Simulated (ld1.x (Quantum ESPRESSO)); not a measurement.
# Germanium: generating and testing an ultrasoft potential, part 2 of 2

Aim: build the potential from the settings below, then test how well it stands in for the atom: other configurations, scattering, ghost states and the plane-wave cutoff that it needs.

ld1.x (Quantum ESPRESSO) 7.5; PBE, scalar-relativistic. The steps go on from the part before.

## Step 3: Configuration tests

Input file Ge.test.in:

```
 &input
   title='Ge', zed=32., rel=1, dft='PBE', iswitch=2,
   config='[Ar] 3d10 4s2 4p2'
 /
 &test
   file_pseudo='Ge.UPF', nconf=8,
   configts(1)='3d10 4s2 4p2',
   configts(2)='3d10 4s2 4p1',
   configts(3)='3d10 4s2 4p0',
   configts(4)='3d10 4s1 4p0',
   configts(5)='3d10 4s2 4p2.3',
   configts(6)='3d10 4s0 4p0',
   configts(7)='3d10 4s1 4p2',
   configts(8)='3d10 4s0 4p4'
 /
```

The run is started by

```sh
$ ld1.x < Ge.test.in > Ge.test.out
```

Ge.test.out, the pseudopotential blocks:

```text
     ---------------------- Testing the pseudopotential ----------------------

     Ge
     scalar relativistic calculation

     atomic number is 32.00   valence charge is 14.00
     dft =PBE   lsd =0 sic =0 latt =0  beta=0.20 tr2=1.0E-14
     mesh =1207 r(mesh) = 100.41023 xmin = -7.00 dx = 0.01250

     n l     nl             e AE (Ry)        e PS (Ry)    De AE-PS (Ry)
     3 2     3D   1(10.00)       -2.15431       -2.15432        0.00000
     1 0     4S   1( 2.00)       -0.86222       -0.86223        0.00000
     2 1     4P   1( 2.00)       -0.28630       -0.28630       -0.00000

     eps = 6.2E-15  iter =  4

     Etot =   -4197.669992 Ry,   -2098.834996 Ha,  -57112.209742 eV
     Etotps =  -204.960206 Ry,    -102.480103 Ha,   -2788.625662 eV

     Ekin =      63.227787 Ry,      31.613893 Ha,     860.257865 eV
     Encl =    -429.316536 Ry,    -214.658268 Ha,   -5841.149044 eV
     Ehrt =     171.135827 Ry,      85.567914 Ha,    2328.421546 eV
     Ecxc =     -45.177873 Ry,     -22.588937 Ha,    -614.676283 eV
     (Ecc =     -14.065761 Ry,      -7.032881 Ha,    -191.374433 eV)
     Epseu=      35.170590 Ry,      17.585295 Ha,     478.520253 eV

     ---------------------- End of pseudopotential test ----------------------

     ---------------------- Testing the pseudopotential ----------------------

     Ge
     scalar relativistic calculation

     atomic number is 32.00   valence charge is 14.00
     dft =PBE   lsd =0 sic =0 latt =0  beta=0.20 tr2=1.0E-14
     mesh =1207 r(mesh) = 100.41023 xmin = -7.00 dx = 0.01250

     n l     nl             e AE (Ry)        e PS (Ry)    De AE-PS (Ry)
     3 2     3D   1(10.00)       -2.81637       -2.81688        0.00051
     1 0     4S   1( 2.00)       -1.45956       -1.45955       -0.00002
     2 1     4P   1( 1.00)       -0.82628       -0.82627       -0.00001

     eps = 2.8E-15  iter =  7

     Etot =   -4197.122869 Ry,   -2098.561434 Ha,  -57104.765750 eV
     Etotps =  -204.413014 Ry,    -102.206507 Ha,   -2781.180744 eV
     dEtot_ae =       0.547123 Ry
     dEtot_ps =       0.547191 Ry,   Delta E=      -0.000068 Ry

     Ekin =      62.875580 Ry,      31.437790 Ha,     855.465844 eV
     Encl =    -420.025285 Ry,    -210.012642 Ha,   -5714.735126 eV
     Ehrt =     162.377142 Ry,      81.188571 Ha,    2209.253561 eV
     Ecxc =     -44.739462 Ry,     -22.369731 Ha,    -608.711394 eV
     (Ecc =     -14.065761 Ry,      -7.032881 Ha,    -191.374433 eV)
     Epseu=      35.099011 Ry,      17.549505 Ha,     477.546370 eV

     ---------------------- End of pseudopotential test ----------------------

     ---------------------- Testing the pseudopotential ----------------------

     Ge
     scalar relativistic calculation

     atomic number is 32.00   valence charge is 14.00
     dft =PBE   lsd =0 sic =0 latt =0  beta=0.20 tr2=1.0E-14
     mesh =1207 r(mesh) = 100.41023 xmin = -7.00 dx = 0.01250

     n l     nl             e AE (Ry)        e PS (Ry)    De AE-PS (Ry)
     3 2     3D   1(10.00)       -3.61570       -3.61747        0.00177
     1 0     4S   1( 2.00)       -2.14976       -2.14974       -0.00002
     2 1     4P   1( 0.00)       -1.45571       -1.45568       -0.00004

     eps = 2.2E-15  iter =  7

     Etot =   -4195.988126 Ry,   -2097.994063 Ha,  -57089.326796 eV
     Etotps =  -203.278146 Ry,    -101.639073 Ha,   -2765.740076 eV
     dEtot_ae =       1.681865 Ry
     dEtot_ps =       1.682060 Ry,   Delta E=      -0.000194 Ry

     Ekin =      62.302372 Ry,      31.151186 Ha,     847.666956 eV
     Encl =    -408.766551 Ry,    -204.383275 Ha,   -5561.552246 eV
     Ehrt =     152.522175 Ry,      76.261088 Ha,    2075.169913 eV
     Ecxc =     -44.226024 Ry,     -22.113012 Ha,    -601.725711 eV
     (Ecc =     -14.065761 Ry,      -7.032881 Ha,    -191.374433 eV)
     Epseu=      34.889881 Ry,      17.444940 Ha,     474.701012 eV

     ---------------------- End of pseudopotential test ----------------------

     ---------------------- Testing the pseudopotential ----------------------

     Ge
     scalar relativistic calculation

     atomic number is 32.00   valence charge is 14.00
     dft =PBE   lsd =0 sic =0 latt =0  beta=0.20 tr2=1.0E-14
     mesh =1207 r(mesh) = 100.41023 xmin = -7.00 dx = 0.01250

     n l     nl             e AE (Ry)        e PS (Ry)    De AE-PS (Ry)
     3 2     3D   1(10.00)       -4.63739       -4.64317        0.00578  !
     1 0     4S   1( 1.00)       -2.97339       -2.97387        0.00048
     2 1     4P   1( 0.00)       -2.20993       -2.21015        0.00021

     eps = 3.9E-15  iter =  7

     Etot =   -4193.431031 Ry,   -2096.715516 Ha,  -57054.535744 eV
     Etotps =  -200.720600 Ry,    -100.360300 Ha,   -2730.942886 eV
     dEtot_ae =       4.238961 Ry
     dEtot_ps =       4.239606 Ry,   Delta E=      -0.000645 Ry

     Ekin =      62.055945 Ry,      31.027973 Ha,     844.314147 eV
     Encl =    -394.221317 Ry,    -197.110658 Ha,   -5363.654258 eV
     Ehrt =     140.837937 Ry,      70.418968 Ha,    1916.197745 eV
     Ecxc =     -43.559132 Ry,     -21.779566 Ha,    -592.652179 eV
     (Ecc =     -14.065761 Ry,      -7.032881 Ha,    -191.374433 eV)
     Epseu=      34.165967 Ry,      17.082983 Ha,     464.851658 eV

     ---------------------- End of pseudopotential test ----------------------

     ---------------------- Testing the pseudopotential ----------------------

     Ge
     scalar relativistic calculation

     atomic number is 32.00   valence charge is 14.00
     dft =PBE   lsd =0 sic =0 latt =0  beta=0.20 tr2=1.0E-14
     mesh =1207 r(mesh) = 100.41023 xmin = -7.00 dx = 0.01250

     n l     nl             e AE (Ry)        e PS (Ry)    De AE-PS (Ry)
     3 2     3D   1(10.00)       -1.99138       -1.99133       -0.00005
     1 0     4S   1( 2.00)       -0.70960       -0.70961        0.00001
     2 1     4P   1( 2.30)       -0.14906       -0.14906       -0.00000

     eps = 6.1E-16  iter =  6

     Etot =   -4197.734933 Ry,   -2098.867466 Ha,  -57113.093307 eV
     Etotps =  -205.025149 Ry,    -102.512575 Ha,   -2789.509264 eV
     dEtot_ae =      -0.064941 Ry
     dEtot_ps =      -0.064944 Ry,   Delta E=       0.000003 Ry

     Ekin =      63.286028 Ry,      31.643014 Ha,     861.050281 eV
     Encl =    -431.598410 Ry,    -215.799205 Ha,   -5872.195517 eV
     Ehrt =     173.398710 Ry,      86.699355 Ha,    2359.209638 eV
     Ecxc =     -45.284112 Ry,     -22.642056 Ha,    -616.121725 eV
     (Ecc =     -14.065761 Ry,      -7.032881 Ha,    -191.374433 eV)
     Epseu=      35.172634 Ry,      17.586317 Ha,     478.548060 eV

     ---------------------- End of pseudopotential test ----------------------

     ---------------------- Testing the pseudopotential ----------------------

     Ge
     scalar relativistic calculation

     atomic number is 32.00   valence charge is 14.00
     dft =PBE   lsd =0 sic =0 latt =0  beta=0.20 tr2=1.0E-14
     mesh =1207 r(mesh) = 100.41023 xmin = -7.00 dx = 0.01250

     n l     nl             e AE (Ry)        e PS (Ry)    De AE-PS (Ry)
     3 2     3D   1(10.00)       -5.73553       -5.74858        0.01306  !
     1 0     4S   1( 0.00)       -3.84393       -3.84590        0.00196
     2 1     4P   1( 0.00)       -3.00875       -3.00992        0.00117

     eps = 1.5E-16  iter =  7

     Etot =   -4190.024885 Ry,   -2095.012443 Ha,  -57008.192764 eV
     Etotps =  -197.312968 Ry,     -98.656484 Ha,   -2684.579696 eV
     dEtot_ae =       7.645107 Ry
     dEtot_ps =       7.647237 Ry,   Delta E=      -0.002131 Ry

     Ekin =      61.678655 Ry,      30.839328 Ha,     839.180852 eV
     Encl =    -378.479605 Ry,    -189.239802 Ha,   -5149.477357 eV
     Ehrt =     129.188202 Ry,      64.594101 Ha,    1757.695028 eV
     Ecxc =     -42.892546 Ry,     -21.446273 Ha,    -583.582820 eV
     (Ecc =     -14.065761 Ry,      -7.032881 Ha,    -191.374433 eV)
     Epseu=      33.192326 Ry,      16.596163 Ha,     451.604600 eV

     ---------------------- End of pseudopotential test ----------------------

     ---------------------- Testing the pseudopotential ----------------------

     Ge
     scalar relativistic calculation

     atomic number is 32.00   valence charge is 14.00
     dft =PBE   lsd =0 sic =0 latt =0  beta=0.20 tr2=1.0E-14
     mesh =1207 r(mesh) = 100.41023 xmin = -7.00 dx = 0.01250

     n l     nl             e AE (Ry)        e PS (Ry)    De AE-PS (Ry)
     3 2     3D   1(10.00)       -2.94373       -2.94512        0.00139
     1 0     4S   1( 1.00)       -1.53157       -1.53166        0.00009
     2 1     4P   1( 2.00)       -0.88375       -0.88374       -0.00001

     eps = 1.8E-15  iter = 10

     Etot =   -4196.482228 Ry,   -2098.241114 Ha,  -57096.049396 eV
     Etotps =  -203.772285 Ry,    -101.886142 Ha,   -2772.463170 eV
     dEtot_ae =       1.187763 Ry
     dEtot_ps =       1.187921 Ry,   Delta E=      -0.000158 Ry

     Ekin =      63.339631 Ry,      31.669816 Ha,     861.779583 eV
     Encl =    -418.156675 Ry,    -209.078337 Ha,   -5689.311392 eV
     Ehrt =     160.865941 Ry,      80.432970 Ha,    2188.692621 eV
     Ecxc =     -44.622635 Ry,     -22.311318 Ha,    -607.121884 eV
     (Ecc =     -14.065761 Ry,      -7.032881 Ha,    -191.374433 eV)
     Epseu=      34.801454 Ry,      17.400727 Ha,     473.497901 eV

     ---------------------- End of pseudopotential test ----------------------

     ---------------------- Testing the pseudopotential ----------------------

     Ge
     scalar relativistic calculation

     atomic number is 32.00   valence charge is 14.00
     dft =PBE   lsd =0 sic =0 latt =0  beta=0.20 tr2=1.0E-14
     mesh =1207 r(mesh) = 100.41023 xmin = -7.00 dx = 0.01250

     n l     nl             e AE (Ry)        e PS (Ry)    De AE-PS (Ry)
     3 2     3D   1(10.00)       -2.40106       -2.40273        0.00167
     1 0     4S   1( 0.00)       -0.99555       -0.99574        0.00019
     2 1     4P   1( 4.00)       -0.38263       -0.38263        0.00000

     eps = 5.6E-15  iter = 13

     Etot =   -4196.479660 Ry,   -2098.239830 Ha,  -57096.014458 eV
     Etotps =  -203.769607 Ry,    -101.884803 Ha,   -2772.426735 eV
     dEtot_ae =       1.190331 Ry
     dEtot_ps =       1.190599 Ry,   Delta E=      -0.000268 Ry

     Ekin =      64.133170 Ry,      32.066585 Ha,     872.576227 eV
     Encl =    -425.698683 Ry,    -212.849342 Ha,   -5791.925650 eV
     Ehrt =     168.169360 Ry,      84.084680 Ha,    2288.060705 eV
     Ecxc =     -44.976869 Ry,     -22.488434 Ha,    -611.941472 eV
     (Ecc =     -14.065761 Ry,      -7.032881 Ha,    -191.374433 eV)
     Epseu=      34.603416 Ry,      17.301708 Ha,     470.803456 eV

     ---------------------- End of pseudopotential test ----------------------
```

Excitation and ionisation energies from 3d10 4s2 4p2, with the error of the potential.

```tsv
valence configuration	charge	ΔE all-electron (eV)	error AE − PS (meV)
3d10 4s2 4p1	+1	7.444	-0.9
3d10 4s2 4p0	+2	22.883	-2.6
3d10 4s1 4p0	+3	57.674	-8.8
3d10 4s2 4p2.3	-0.3	-0.884	0.0
3d10 4s0 4p0	+4	104.017	-29
3d10 4s1 4p2	+1	16.160	-2.1
3d10 4s0 4p4	0	16.195	-3.6
```

## Step 4: Does it scatter like the atom?

Taken from the files of the generation run. The phase is arctan(r·u′/u) with u = r·R, unwrapped, with energies in Ry. A pole is an energy at which the radial function vanishes at the test radius. The pseudo phase is shifted by a multiple of π to meet the all-electron one at the reference energy. Levels narrower than the energy grid can be missing from the poles. The last column is the largest difference on the grid between −1 and +1 Ry.

```tsv
channel	radius (bohr)	reference (Ry)	poles AE	poles PS	window around the reference with phases within 0.05 rad (Ry)	largest difference near zero (rad)
s	1.70	-0.86	4.92	4.95	the whole range	0.000
p	1.70	-0.29	none	-2.09	above -2.0	0.000
d	1.70	-2.15	-1.88	-1.87	the whole range	0.000
```

Phases (rad) along the scan:

| E (Ry) | s AE | s PS | p AE | p PS |
| --- | --- | --- | --- | --- |
| -4.00 | 1.166 | 1.164 | 1.250 | 4.384 |
| -3.52 | 1.120 | 1.119 | 1.225 | 4.359 |
| -3.04 | 1.059 | 1.058 | 1.195 | 4.329 |
| -2.56 | 0.975 | 0.974 | 1.157 | 4.289 |
| -2.08 | 0.851 | 0.850 | 1.109 | 1.285 |
| -1.60 | 0.658 | 0.657 | 1.045 | 1.048 |
| -1.12 | 0.350 | 0.350 | 0.957 | 0.957 |
| -0.64 | -0.093 | -0.093 | 0.827 | 0.827 |
| -0.16 | -0.551 | -0.551 | 0.629 | 0.629 |
| 0.32 | -0.884 | -0.884 | 0.320 | 0.320 |
| 0.80 | -1.094 | -1.095 | -0.108 | -0.108 |
| 1.28 | -1.229 | -1.229 | -0.544 | -0.544 |
| 1.76 | -1.320 | -1.320 | -0.865 | -0.864 |
| 2.24 | -1.386 | -1.386 | -1.071 | -1.070 |
| 2.72 | -1.436 | -1.436 | -1.206 | -1.204 |
| 3.20 | -1.475 | -1.475 | -1.299 | -1.296 |
| 3.68 | -1.507 | -1.507 | -1.366 | -1.362 |
| 4.16 | -1.534 | -1.534 | -1.417 | -1.412 |
| 4.64 | -1.558 | -1.557 | -1.457 | -1.452 |

## Step 5: Plane-wave convergence, by spherical Bessel functions

This step uses the generator's waves and projectors in a separate script. Basis: spherical Bessel functions vanishing at 20 bohr, q² up to the cutoff; potential fixed at the reference.

All-electron valence levels (Ry): 4s -0.8622, 4p -0.2863, 3d -2.1543. The lowest levels of each channel (Ry) by cutoff; the last column sums, over occupied levels, occupation times the distance from the level at 400 Ry. A positive value at high cutoff is not a bound level.

| cutoff (Ry) | s #1 | p #1 | p #2 | d #1 | f #1 | Σ f·Δε (mRy) |
| --- | --- | --- | --- | --- | --- | --- |
| 8 | -0.8360 | -0.2839 | 0.0239 | 0.0509 | 0.1080 | 22109.5 |
| 21 | -0.8619 | -0.2861 | 0.0238 | -0.4951 | 0.1080 | 16593.4 |
| 45 | -0.8622 | -1.8839 | -0.2863 | -1.9948 | 0.1080 | 1595.9 |
| 70 | -0.8622 | -1.9265 | -0.2863 | -2.1517 | 0.1080 | 26.6 |
| 100 | -0.8622 | -1.9278 | -0.2863 | -2.1534 | 0.1080 | 9.3 |
| 120 | -0.8622 | -1.9284 | -0.2863 | -2.1541 | 0.1080 | 2.4 |
| 180 | -0.8622 | -1.9287 | -0.2863 | -2.1543 | 0.1080 | 0.5 |
| 230 | -0.8622 | -1.9288 | -0.2863 | -2.1543 | 0.1080 | 0.2 |
| 400 | -0.8623 | -1.9289 | -0.2863 | -2.1543 | 0.1080 | 0.0 |

The sum stays within 10 mRy from 100 Ry and within 1 mRy from 180 Ry. The sum leaves out empty levels, which can need more. Ghost test: ghost state, bound below the all-electron valence or empty levels of the same l: p at -26.2 eV.

## Step 6: Summary of results

The summary covers parts 1 to 2.

| quantity | value |
| --- | --- |
| cutoffs for 10 and 1 mRy, occupied levels | 100 Ry and 180 Ry |
| bound ghosts | p at -26.24 eV |
| largest test error (AE − PS) | -29 meV, for 3d10 4s0 4p0 |
| largest phase difference near zero energy, channels read | 0.000 rad |
| lowest eigenvalue of the overlap (Bessel basis) | 0.499 (s) |
| density cutoff estimated by the generator | 417 Ry |

In words: It has a bound ghost (p), a state that the atom doesn't have, and that rules the file out. By total energies transferability is fair: the largest error is 29 meV on 104.0 eV, for 3d10 4s0 4p0. That test lies far up in energy; among those under 40 eV, nearer to bonding, the largest error is 3.6 meV. By its cutoff, 100 Ry for the looser tolerance, it is hard. The slowest occupied level is 3d: taken alone it needs 100 Ry to come within 1 mRy, against 18 Ry for 4s. Near zero energy the phases of the channels with partial waves agree within 0.001 rad. The pseudo curves have a pole with no partner nearby in the atom's: p at -2.09 Ry. These are tests on the free atom; a crystal test is still owed.
